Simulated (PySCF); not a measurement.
# The bond of SrCl, level by level

An exercise on one series of results from a longer session: the logs are not shown, and one member is left open.

Program: PySCF 2.14.0. Level of theory: Sr def2-SVPD with ECP28, Cl def2-SVPD, scalar-relativistic core potentials. These are calculated values, not measurements.

Set-up of the first run:

A driver script around PySCF takes these settings:

```yaml
atoms: Sr, Cl
charge: 0
basis: Sr def2-SVPD with ECP28, Cl def2-SVPD
Hamiltonian: scalar-relativistic core potentials
basis_functions: 53
electrons_treated: 27
masses_in_u: 87.9056, 34.9689
levels: PBE0, PBE, r²SCAN, revPBE, PBEsol, B3LYP, HF, MP2, SCS-MP2, CCSD, CCSD(T)
grid: 80 radial by 434 angular points
occupations: held fixed by the projection of orbital angular momentum
dissociation_limit: Sr + Cl, each in its ground configuration
starting_distance_in_angstrom: 2.680
values_of_2S_to_try: 1, 3
```

Started as:

```console
$ OMP_NUM_THREADS=1 python dia.py task.json out
```

Steps of the session up to this table: Set-up; PBE0 along the bond; Excited determinants; PBE (GGA); r²SCAN (meta-GGA); revPBE; PBEsol; B3LYP (global hybrid GGA); UHF (mean field); MP2 and coupled cluster.

One table of the session follows, with a row left open; its other results are not shown here.

Energy (eV) from each level's lowest point:

```
R (Å)    UHF  UHF-MP2  UHF-SCS-MP2  UHF-CCSD  UHF-CCSD(T)
2.257  1.215    1.037        1.069       n/a          n/a
2.362  0.597    0.481        0.501     0.495        0.493
2.467  0.235    0.167        0.177     0.174        0.173
2.546  0.085    0.047        0.052     0.050        0.050
2.625  0.013    0.000        0.000     0.000        0.000
2.704      ?        ?            ?         ?            ?
2.809  0.049    0.082        0.073     0.077        0.076
2.940  0.181    0.240        0.226     0.232        0.231
3.098  0.401    0.483        0.465     0.475        0.471
3.308  0.738    0.845        0.821       n/a          n/a
```

Q: Estimate the row for R (Å) = 2.704 from the others.

Worked estimate for «UHF». A straight line through the neighbours (2.625, 0.013) and (2.809, 0.049) gives 0.013 + (0.049 − 0.013) × (2.704 − 2.625) / (2.809 − 2.625) = 0.028; a parabola fitted to 4 rows on both sides gives 0.005.

**Answer.** UHF: 0.000; UHF-MP2: 0.009; UHF-SCS-MP2: 0.004; UHF-CCSD: 0.006; UHF-CCSD(T): 0.006. In «UHF» the line misses by +0.028 and the parabola by +0.005.
